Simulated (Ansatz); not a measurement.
# CH₇BSi₂: up Jacob's ladder to CCSD(T)

One table from this session's results is given with a row withheld; the runs are named, their logs left out.

Computed with Ansatz 0.2.0, Gaussian basis. Level: functionals in def2-TZVPP, the program's frozen cores in correlated methods.

Plan: LDA (SPW92), PBE-D4, revPBE-D4, BLYP-D4, r2SCAN-D4, B97M-V, PBE0-D4, B3LYP-D4, r2SCANh-D4, r2SCAN0-D4, HSE06-D4, BHLYP-D4, CAM-B3LYP-D4, LC-ωPBE, ωB97X-V, ωB97M-V, B2PLYP, PBE-QIDH; CCSD(T)/def2-SVP; CCSD(T)/def2-TZVPP; MP2/def2-QZVPP; extrapolation to the limit; RPA on PBE.

## The geometry

An earlier PBE0-D4 in a triple-zeta def2 set relaxation fixed the geometry.

SMILES `[SiH3][SiH]1BC1`, 11 atoms, charge 0, spin multiplicity 1.

Atoms are counted from 1 here; the program's logs count them from 0.

Bond lengths: Si1–Si2 2.321 Å, Si1–H5 1.488 Å, Si1–H6 1.487 Å, Si1–H7 1.488 Å, Si2–B3 1.916 Å, Si2–C4 2.036 Å, Si2–H8 1.491 Å, B3–C4 1.489 Å, B3–H9 1.187 Å, C4–H10 1.091 Å, C4–H11 1.089 Å. Angles: Si2–Si1–H5 108.0°, Si2–Si1–H6 110.4°, Si2–Si1–H7 111.7°, H5–Si1–H6 109.3°, H5–Si1–H7 109.0°, H6–Si1–H7 108.4°, Si1–Si2–B3 128.4°, Si1–Si2–C4 104.4°, Si1–Si2–H8 113.4°, B3–Si2–C4 44.1°, B3–Si2–H8 118.1°, C4–Si2–H8 122.4°, Si2–B3–C4 72.2°, Si2–B3–H9 138.7°, C4–B3–H9 133.4°, Si2–C4–B3 63.6°, Si2–C4–H10 90.4°, Si2–C4–H11 136.2° and more.

As a file:

```xyz
11
CH7BSi2
Si   -1.26241    1.46848   -0.10309
Si    0.29282    0.04021    0.86123
B     1.83723   -0.75721    0.05523
C     0.63127   -1.37500   -0.56326
H    -0.96212    1.55990   -1.55730
H    -1.16903    2.82285    0.50365
H    -2.65242    0.96831    0.07358
H    -0.02172   -0.30956    2.27605
H     2.89553   -1.18355    0.38394
H    -0.01741   -0.83983   -1.25893
H     0.49376   -2.45159   -0.65049
```

The first run:

in.yaml

```yaml
crystal:
  periodic: [false, false, false]
  atoms:
    - {symbol: Si, position_ang: [-1.262408, 1.468477, -0.103091]}
    - {symbol: Si, position_ang: [0.292823, 0.040206, 0.861229]}
    - {symbol: B, position_ang: [1.837232, -0.757208, 0.055228]}
    - {symbol: C, position_ang: [0.631274, -1.375003, -0.563260]}
    - {symbol: H, position_ang: [-0.962121, 1.559896, -1.557301]}
    - {symbol: H, position_ang: [-1.169030, 2.822851, 0.503648]}
    - {symbol: H, position_ang: [-2.652423, 0.968313, 0.073577]}
    - {symbol: H, position_ang: [-0.021722, -0.309556, 2.276047]}
    - {symbol: H, position_ang: [2.895525, -1.183549, 0.383935]}
    - {symbol: H, position_ang: [-0.017409, -0.839833, -1.258926]}
    - {symbol: H, position_ang: [0.493761, -2.451594, -0.650487]}
basis:
  gaussian: {orbitals: def2-TZVPP}
hamiltonian: {xc: lda}
output: {orbitals: {seedname: orbitals}}
```

Started as:

```bash
> ansatz run in.yaml --threads 2 --pin off --events-out ev --progress --plain --max-ram 4352MiB
```

Among the steps run: LDA; PBE-D4 (GGA); revPBE-D4 (GGA); BLYP-D4 (GGA); r2SCAN-D4 (meta-GGA); B97M-V (meta-GGA); B3LYP-D4 (hybrid); r2SCANh-D4 (hybrid); r2SCAN0-D4 (hybrid); HSE06-D4 (hybrid); BHLYP-D4 (hybrid); CAM-B3LYP-D4 (range-separated); LC-ωPBE (range-separated); ωB97X-V (range-separated); ωB97M-V (range-separated); B2PLYP (double hybrid); PBE-QIDH (double hybrid).

One table of the session follows, with a row left open; its other results are not shown here.

It belongs to the step «Frontier levels by functional». 

```
  functional  HOMO (eV)  LUMO (eV)  gap (eV)
 LDA (SPW92)      -5.94      -2.78      3.16
      PBE-D4      -5.83      -2.58      3.25
   revPBE-D4      -5.79      -2.50      3.29
     BLYP-D4      -5.67      -2.39      3.29
   r2SCAN-D4      -6.01      -2.33      3.68
      B97M-V      -6.08      -2.36      3.72
     PBE0-D4      -6.82      -1.66      5.16
    B3LYP-D4      -6.62      -1.82      4.81
  r2SCANh-D4          ?          ?         ?
  r2SCAN0-D4      -6.94      -1.53      5.41
    HSE06-D4      -6.43      -2.04      4.39
    BHLYP-D4      -7.67      -0.61      7.06
CAM-B3LYP-D4      -8.04      -0.52      7.52
     LC-ωPBE      -9.33       0.56      9.88
     ωB97X-V      -9.01       0.48      9.48
     ωB97M-V      -8.86       0.27      9.12
```

Q: Estimate the row for r2SCANh-D4 from the others.

Worked estimate for «HOMO (eV)». Against the share of exact exchange, r2SCAN-D4 (0, -6.01), r2SCAN0-D4 (0.25, -6.94) give a slope of -3.72 per unit share; at 0.1 the line stands at -6.38.

**Answer.** HOMO (eV): -6.38; LUMO (eV): -2.01; gap (eV): 4.37. In «HOMO (eV)» the line misses by 0.00.
